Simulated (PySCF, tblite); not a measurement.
**C₆H₁₄P+: geometry, infrared bands and NMR shifts**

Aim: predict the infrared bands and NMR shifts of C₆H₁₄P+ (`C/C=C/[PH2+]C(C)C`).

Computed with tblite 0.8.0 and PySCF 2.14.0, with density-fitted response routines of our own, on a single molecule in the gas phase. Atoms are numbered from 0 throughout.

## (1) The molecule as given

21 atoms, charge 1, multiplicity 1; geometry from: force field or distance geometry start.

Bonds of the start (Å): C0–C1 1.50, C1–C2 1.32, C2–P3 1.76, P3–C4 1.83, C4–C5 1.52, C4–C6 1.53, C0–H7 1.09, C0–H8 1.10, C0–H9 1.08, C1–H10 1.09, C2–H11 1.09, P3–H12 1.39, P3–H13 1.41, C4–H14 1.10, C5–H15 1.09, C5–H16 1.09, C5–H17 1.10, C6–H18 1.10, C6–H19 1.10, C6–H20 1.09.

## (2) Optimising the geometry with GFN2-xTB

The job: settings as JSON, then the geometry in Å.

```
{"job": {"kind": "relax", "xc": "GFN2-xTB", "basis": "xTB"}, "charge": 1, "multiplicity": 1}
C      3.223700    -1.290500    -0.584300
C      2.210100    -0.267800    -0.147200
C      1.052500    -0.052400    -0.747300
P     -0.092300     1.166200    -0.190300
C     -1.561100     0.181200     0.288700
C     -1.305900    -0.705700     1.490600
C     -2.736000     1.118400     0.550600
H      2.889700    -1.827900    -1.468600
H      3.395500    -2.017000     0.217300
H      4.160600    -0.798300    -0.813400
H      2.471500     0.308300     0.742100
H      0.779700    -0.631500    -1.630900
H     -0.350000     2.087500    -1.204000
H      0.461500     1.897700     0.884700
H     -1.820700    -0.441000    -0.574400
H     -0.504800    -1.422100     1.298100
H     -2.196500    -1.265400     1.773000
H     -0.989000    -0.111200     2.354500
H     -3.644800     0.554100     0.796500
H     -2.511100     1.789000     1.396500
H     -2.941400     1.745100    -0.318600
```

Command:

```console
OMP_NUM_THREADS=1 python probes_run.py task.json out
```

This one command runs all jobs of the session in turn.

**Question.** This job is followed by: GFN2-xTB harmonic vibrations, gas phase; GIAO PBE0/pcSseg-1 NMR shielding, non-relativistic, gas phase. Predict these results of the whole session: strongest single infrared mode (GFN2-xTB); zero-point energy (GFN2-xTB); 13C shifts against TMS (PBE0/pcSseg-1, means over atoms taken as alike); 1H shifts against TMS (PBE0/pcSseg-1, means over atoms taken as alike); 31P shifts against H3PO4 (PBE0/pcSseg-1).

As calculated:

| quantity | value |
| --- | --- |
| strongest single infrared mode (GFN2-xTB) | 1625 cm⁻¹, 176 km/mol |
| zero-point energy (GFN2-xTB) | 112.6 kcal/mol |
| 13C shifts against TMS (PBE0/pcSseg-1, means over atoms taken as alike) | 181.8, 101.2, 30.2, 27.9, 18.7 ppm |
| 1H shifts against TMS (PBE0/pcSseg-1, means over atoms taken as alike) | 7.61, 5.78, 5.62, 2.75, 2.70, 1.62 ppm |
| 31P shifts against H3PO4 (PBE0/pcSseg-1) | -31.8 ppm |

What this shows: Relaxing lowered the energy by 0.178 eV in 72 steps; the close pair that moved most is P3–H13, from 1.413 to 1.376 Å. All 57 modes are real, so the xTB geometry is a minimum. The strongest single mode, at 1625 cm⁻¹, moves mainly C1 and C2. Unscaled tight-binding wavenumbers are off by several per cent, some by more. Its intensities can rank the bands wrongly. At PBE0/pcSseg-1: Shielding is most anisotropic at C1 (span 287 ppm, paramagnetic term -253 ppm).
